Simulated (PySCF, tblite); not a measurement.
# CH₇NO₃Ti, a small molecule taken as a stand-in for a surface group (titanium hydroxide): NMR shifts, core binding energies and electronic excitations, part 2 of 2

tblite 0.8.0 and PySCF 2.14.0. Atoms count from 0, parts from 1.

## (5) X-ray photoelectron lines: SCAN, X2C

Job settings and geometry (Å):

```
{"job": {"kind": "xps", "holes": 5}, "charge": 0, "multiplicity": 1}
O      2.282822    -0.669947    -0.793545
Ti     0.511212    -0.532177    -0.607435
O     -0.226183    -2.160614    -0.425103
O     -0.334201     0.300596    -1.949984
N      0.224460     0.513144     0.917399
C     -1.023924     1.103420     1.317616
H      2.832567    -1.454497    -0.875227
H     -0.997730    -2.542128    -0.851338
H     -0.074672     0.982510    -2.574173
H      0.969533     0.621656     1.601269
H     -1.749717     1.034222     0.491352
H     -0.923156     2.178417     1.560455
H     -1.480466     0.608037     2.196453
```

Level: delta-SCF UKS SCAN, pcX-2 on the ionised atom, pcseg-1 elsewhere, spin-free X2C.

Standard output:

```text
ground state, core basis on atom 0 (O), 167 functions
  cycle   1  E = -1175.79441956  |g| = 1.53e+00
  cycle   2  E = -1165.06622439  |g| = 7.36e+00
  cycle   3  E = -1175.94723156  |g| = 1.15e+00
  cycle   4  E = -1176.14187223  |g| = 6.47e-01
  cycle   5  E = -1176.23021917  |g| = 2.21e-01
  cycle   6  E = -1176.23964894  |g| = 9.03e-02
  cycle   7  E = -1176.24162703  |g| = 1.43e-02
  cycle   8  E = -1176.24166715  |g| = 8.18e-03
  cycle   9  E = -1176.24167829  |g| = 3.46e-03
  cycle  10  E = -1176.24167823  |g| = 7.21e-04
  cycle  11  E = -1176.24168118  |g| = 2.18e-04
  E(ground) = -1176.16201212 Eh
hole in O 1s of atom 0
  cycle   1  E = -1155.64801439  |g| = 2.23e+00
  cycle   2  E = -1153.18443751  |g| = 2.75e+00
  cycle   3  E = -1155.69689059  |g| = 1.22e+00
  cycle   4  E = -1154.73490410  |g| = 2.17e+00
  cycle   5  E = -1156.43988468  |g| = 3.35e-01
  cycle   6  E = -1156.37488813  |g| = 4.91e-01
  cycle   7  E = -1156.46895941  |g| = 1.80e-01
  cycle   8  E = -1156.48436991  |g| = 4.03e-02
  cycle   9  E = -1156.48500686  |g| = 1.29e-02
  cycle  10  E = -1156.48503267  |g| = 1.02e-02
  cycle  11  E = -1156.48507932  |g| = 3.16e-03
  cycle  12  E = -1156.48508556  |g| = 5.00e-04
  cycle  13  E = -1156.48508565  |g| = 2.04e-04
  E(ion) = -1156.40759830 Eh   <S^2> = 0.7622   hole on atom = 1.000   binding energy = 537.545 eV
ground state, core basis on atom 2 (O), 167 functions
  cycle   1  E = -1176.23955674  |g| = 1.35e-01
  cycle   2  E = -1176.22836879  |g| = 2.52e-01
  cycle   3  E = -1176.24034337  |g| = 6.88e-02
  cycle   4  E = -1176.24000684  |g| = 7.66e-02
  cycle   5  E = -1176.24145728  |g| = 7.14e-03
  cycle   6  E = -1176.24146512  |g| = 3.32e-03
  cycle   7  E = -1176.24146657  |g| = 7.88e-04
  cycle   8  E = -1176.24146570  |g| = 1.89e-04
  E(ground) = -1176.16203518 Eh
hole in O 1s of atom 2
  cycle   1  E = -1155.65938752  |g| = 2.23e+00
  cycle   2  E = -1153.25799083  |g| = 2.71e+00
  cycle   3  E = -1155.73594981  |g| = 1.20e+00
  cycle   4  E = -1154.97043541  |g| = 2.04e+00
  cycle   5  E = -1156.45446059  |g| = 3.20e-01
  cycle   6  E = -1156.41232070  |g| = 4.39e-01
  cycle   7  E = -1156.47909197  |g| = 1.92e-01
  cycle   8  E = -1156.49816670  |g| = 1.58e-02
  cycle   9  E = -1156.49823085  |g| = 1.04e-02
  cycle  10  E = -1156.49826902  |g| = 6.43e-03
  cycle  11  E = -1156.49828396  |g| = 2.51e-03
  cycle  12  E = -1156.49828773  |g| = 5.06e-04
  cycle  13  E = -1156.49828624  |g| = 2.25e-04
  E(ion) = -1156.42061371 Eh   <S^2> = 0.7622   hole on atom = 1.000   binding energy = 537.191 eV
ground state, core basis on atom 3 (O), 167 functions
  cycle   1  E = -1176.24039020  |g| = 1.31e-01
  cycle   2  E = -1176.23082358  |g| = 2.35e-01
  cycle   3  E = -1176.24131863  |g| = 5.95e-02
  cycle   4  E = -1176.24112488  |g| = 6.38e-02
  cycle   5  E = -1176.24211296  |g| = 5.81e-03
  cycle   6  E = -1176.24211934  |g| = 3.06e-03
  cycle   7  E = -1176.24212006  |g| = 5.26e-04
  cycle   8  E = -1176.24212076  |g| = 1.81e-04
  E(ground) = -1176.16194799 Eh
hole in O 1s of atom 3
  cycle   1  E = -1155.65419008  |g| = 2.23e+00
  cycle   2  E = -1153.28441407  |g| = 2.71e+00
  cycle   3  E = -1155.72567578  |g| = 1.22e+00
  cycle   4  E = -1154.86594762  |g| = 2.11e+00
  cycle   5  E = -1156.45338629  |g| = 3.09e-01
  cycle   6  E = -1156.40723898  |g| = 4.37e-01
  cycle   7  E = -1156.47745178  |g| = 1.75e-01
  cycle   8  E = -1156.49304714  |g| = 1.96e-02
  cycle   9  E = -1156.49313732  |g| = 1.19e-02
  cycle  10  E = -1156.49318073  |g| = 8.03e-03
  cycle  11  E = -1156.49320848  |g| = 2.51e-03
  cycle  12  E = -1156.49321229  |g| = 4.66e-04
  E(ion) = -1156.41391673 Eh   <S^2> = 0.7621   hole on atom = 1.000   binding energy = 537.371 eV
ground state, core basis on atom 4 (N), 167 functions
  cycle   1  E = -1176.22294091  |g| = 1.09e-01
  cycle   2  E = -1176.21306574  |g| = 2.25e-01
  cycle   3  E = -1176.22288902  |g| = 7.56e-02
  cycle   4  E = -1176.22354141  |g| = 5.66e-02
  cycle   5  E = -1176.22429266  |g| = 7.06e-03
  cycle   6  E = -1176.22430141  |g| = 1.88e-03
  cycle   7  E = -1176.22429863  |g| = 7.48e-04
  cycle   8  E = -1176.22430055  |g| = 2.69e-04
  E(ground) = -1176.14554105 Eh
hole in N 1s of atom 4
  cycle   1  E = -1160.67136871  |g| = 1.88e+00
  cycle   2  E = -1159.68983722  |g| = 2.30e+00
  cycle   3  E = -1160.99952883  |g| = 8.73e-01
  cycle   4  E = -1160.07804101  |g| = 1.96e+00
  cycle   5  E = -1161.28022702  |g| = 5.46e-01
  cycle   6  E = -1161.37968564  |g| = 1.85e-01
  cycle   7  E = -1161.39492941  |g| = 6.01e-02
  cycle   8  E = -1161.39639527  |g| = 1.82e-02
  cycle   9  E = -1161.39654707  |g| = 3.13e-03
  cycle  10  E = -1161.39655178  |g| = 9.73e-04
  cycle  11  E = -1161.39655121  |g| = 4.63e-04
  E(ion) = -1161.31659868 Eh   <S^2> = 0.7659   hole on atom = 1.000   binding energy = 403.516 eV
ground state, core basis on atom 5 (C), 167 functions
  cycle   1  E = -1176.21028384  |g| = 5.63e-02
  cycle   2  E = -1176.21019696  |g| = 2.25e-02
  cycle   3  E = -1176.20931329  |g| = 6.40e-02
  cycle   4  E = -1176.21030430  |g| = 7.65e-03
  cycle   5  E = -1176.21031870  |g| = 9.06e-04
  cycle   6  E = -1176.21031835  |g| = 5.91e-04
  cycle   7  E = -1176.21031672  |g| = 8.55e-05
  E(ground) = -1176.13326797 Eh
hole in C 1s of atom 5
  cycle   1  E = -1164.94989225  |g| = 1.50e+00
  cycle   2  E = -1164.23530807  |g| = 1.85e+00
  cycle   3  E = -1165.43305734  |g| = 4.26e-01
  cycle   4  E = -1165.20648924  |g| = 8.80e-01
  cycle   5  E = -1165.49963500  |g| = 1.23e-01
  cycle   6  E = -1165.50319673  |g| = 9.57e-02
  cycle   7  E = -1165.50727023  |g| = 3.48e-02
  cycle   8  E = -1165.50775135  |g| = 1.35e-02
  cycle   9  E = -1165.50781185  |g| = 7.88e-03
  cycle  10  E = -1165.50784518  |g| = 2.14e-03
  cycle  11  E = -1165.50784687  |g| = 1.31e-03
  cycle  12  E = -1165.50784970  |g| = 1.31e-03
  cycle  13  E = -1165.50784859  |g| = 1.99e-04
  E(ion) = -1165.42942209 Eh   <S^2> = 0.7711   hole on atom = 1.000   binding energy = 291.266 eV
```

Run time: 48 s. Hardware: 1 thread of Arm Neoverse V1, shared host; peak memory 0.59 GiB.

Binding energies by hole, beside the orbital energy of the ground state; the difference holds orbital relaxation and, for a density functional, its self-interaction error:

```tsv
hole	stands for	environment	ΔSCF (eV)	−ε (eV)	⟨S²⟩
O1s on O0	O0	oxygen bonded to Ti, H	537.54	516.4	0.762
O1s on O2	O2	oxygen bonded to Ti, H	537.19	516.0	0.762
O1s on O3	O3	oxygen bonded to Ti, H	537.37	516.2	0.762
N1s on N4	N4	nitrogen bonded to C, Ti, H	403.52	385.1	0.766
C1s on C5	C5	carbon bonded to N, 3 H	291.27	274.1	0.771
```

## (6) TDDFT and polarisability: CAM-B3LYP/def2-SVPD

Same as in step 5 but for these lines:

```diff
@@ -1,2 +1,2 @@
-{"job": {"kind": "xps", "holes": 5}, "charge": 0, "multiplicity": 1}
+{"job": {"kind": "uv", "xc": "CAM-B3LYP", "basis": "def2-SVPD", "nstates": 6, "ntriplets": 2, "ip": true}, "charge": 0, "multiplicity": 1}
 O      2.282822    -0.669947    -0.793545
```

Level: TDDFT CAM-B3LYP/def2-SVPD, vertical, gas phase, core orbitals frozen in the response.

Standard output:

```text
coarse grid: 50600 points
cycle   1  E = -1171.5636202916  dE =  3.371e-01  |g| = 1.454e+00  |ddm| = 4.594e+00
cycle   2  E = -1168.7834275238  dE =  2.780e+00  |g| = 4.507e+00  |ddm| = 4.733e+00
cycle   3  E = -1171.9171553612  dE = -3.134e+00  |g| = 6.055e-01  |ddm| = 3.413e+00
cycle   4  E = -1171.9842865182  dE = -6.713e-02  |g| = 2.045e-01  |ddm| = 7.731e-01
cycle   5  E = -1171.9935095918  dE = -9.223e-03  |g| = 5.166e-02  |ddm| = 2.355e-01
cycle   6  E = -1171.9940684721  dE = -5.589e-04  |g| = 9.716e-03  |ddm| = 4.657e-02
cycle   7  E = -1171.9940917496  dE = -2.328e-05  |g| = 2.892e-03  |ddm| = 1.718e-02
cycle   8  E = -1171.9940940436  dE = -2.294e-06  |g| = 1.222e-03  |ddm| = 4.365e-03
final grid: 106688 points
cycle   9  E = -1171.9941693858  dE =  7.156e-08  |g| = 1.724e-03  |ddm| = 4.372e-03
cycle  10  E = -1171.9941686032  dE =  7.826e-07  |g| = 2.700e-03  |ddm| = 3.395e-03
cycle  11  E = -1171.9941699821  dE = -1.379e-06  |g| = 1.649e-04  |ddm| = 2.006e-03
cycle  12  E = -1171.9941699890  dE = -6.970e-09  |g| = 6.572e-05  |ddm| = 2.269e-04
cycle  13  E = -1171.9941699906  dE = -1.538e-09  |g| = 5.006e-05  |ddm| = 1.198e-04
cycle  14  E = -1171.9941699915  dE = -9.500e-10  |g| = 8.604e-06  |ddm| = 8.485e-05
converged SCF energy = -1171.9941699915

Static polarisability (au): isotropic 71.787, principal 64.664 67.058 83.638

Singlet excitations
state   eV       nm        f      main configurations
  1   3.8922    318.5   0.00156   H->L 0.96
  2   4.6231    268.2   0.02984   H->L+2 0.64, H->L+1 0.29
  3   5.0005    247.9   0.00039   H->L+3 0.78, H->L+5 0.15
  4   5.4049    229.4   0.01467   H->L+6 0.58, H->L+8 0.12, H->L+4 0.11
  5   5.7174    216.9   0.02803   H->L+1 0.41, H->L+4 0.20, H->L+7 0.15
  6   5.8396    212.3   0.05952   H->L+8 0.38, H->L+4 0.26, H->L+2 0.10

Triplet excitations (Tamm-Dancoff, eV): 3.7813 3.9504
Vertical ionisation energy (delta-SCF) = 8.5916 eV
```

Wall time 70 s (1 thread of Arm Neoverse V1, shared host); peak memory 1.1 GiB.

The orbitals next to the gap, with their largest atomic shares:

```tsv
orbital	eV	atoms
HOMO−3	-10.79	O3 44 %, O2 20 %, O0 16 %
HOMO−2	-10.62	O2 32 %, O3 30 %, O0 24 %
HOMO−1	-10.45	O2 26 %, N4 24 %, C5 14 %
HOMO	-7.99	N4 56 %, C5 12 %, Ti1 8 %
LUMO	0.00	Ti1 76 %, O0 6 %, O3 5 %
LUMO+1	0.32	Ti1 68 %, O0 7 %, O2 5 %
LUMO+2	0.46	Ti1 72 %, O3 6 %, O0 5 %
```

With each of the 6 states as a Gaussian band of 0.4 eV half-width at 1/e, the curve within the window shown has maxima at 268 nm (ε 1,200), 215 nm (ε 3,700) L/(mol cm). Beyond the last state computed it falls off for lack of states. The curve at chosen wavelengths:

```tsv
nm	ε (L/mol/cm)
202	1766
209	3230
216	3694
223	2977
230	1904
237	1126
244	807
251	855
258	1064
265	1218
272	1194
279	1004
286	742
292	528
299	336
306	212
313	140
320	100
327	75
334	58
341	45
348	33
355	24
362	16
369	11
376	7
```

Further results of this job:

```tsv
property	computed
dipole moment (D)	0.39
polarisability (Å³)	10.64
HOMO–LUMO gap (eV)	7.99
−ε(HOMO) (eV)	7.99
```

## (7) Summary of results

What follows sums up all 2 parts.

```
                                quantity                                         value
                             point group                                            C1
    rotational constants (main isotopes)                          3.15, 1.87, 1.81 GHz
  13C shifts against TMS (PBE0/pcSseg-1)                                      40.0 ppm
   1H shifts against TMS (PBE0/pcSseg-1)  7.27, 6.00, 5.91, 5.76, 3.84, 3.08, 2.98 ppm
  17O shifts against H2O (PBE0/pcSseg-1)                       331.5, 297.3, 295.3 ppm
  15N shifts against NH3 (PBE0/pcSseg-1)                                     217.9 ppm
        shieldings of Ti (PBE0/pcSseg-1)                                Ti1 -305.4 ppm
        O1s binding energies, SCAN/pcX-2            O0 537.54, O3 537.37, O2 537.19 eV
        N1s binding energies, SCAN/pcX-2                                  N4 403.52 eV
        C1s binding energies, SCAN/pcX-2                                  C5 291.27 eV
    lowest singlet (CAM-B3LYP/def2-SVPD)                   3.89 eV (319 nm), f = 0.002
brightest single state of those computed                   state 6, 5.84 eV, f = 0.060
                          lowest triplet                                       3.78 eV
       vertical ionisation energy (ΔSCF)                                       8.59 eV
```

What this shows: Relaxing lowered the energy by 0.336 eV in 19 steps; the close pair that moved most is Ti1–C5, from 2.809 to 2.956 Å (PBE0/def2-SVP). No frequency check was run at this level, so the end point may be a saddle. At PBE0/pcSseg-1: The largest span, 665 ppm, is at O0, where the paramagnetic term is -392 ppm. O0 (oxygen bonded to Ti, H) binds its O1s electron 0.35 eV more tightly than O2 (oxygen bonded to Ti, H). The first singlet state (HOMO→LUMO 0.96) lies at 3.89 eV and is weak; of the 6 states computed, the strongest absorption comes from state 6 at 5.84 eV (the last computed, so partners may be missing). The lowest triplet lies 0.11 eV below the lowest singlet (triplets in Tamm-Dancoff, singlets in full TDDFT). ΔSCF puts the ionisation energy at 8.59 eV, 0.60 eV above −ε(HOMO). A capped cluster stands for the solid here, so long-range fields and strain are missing, and bands or shifts of the capping hydrogens have no counterpart in it.
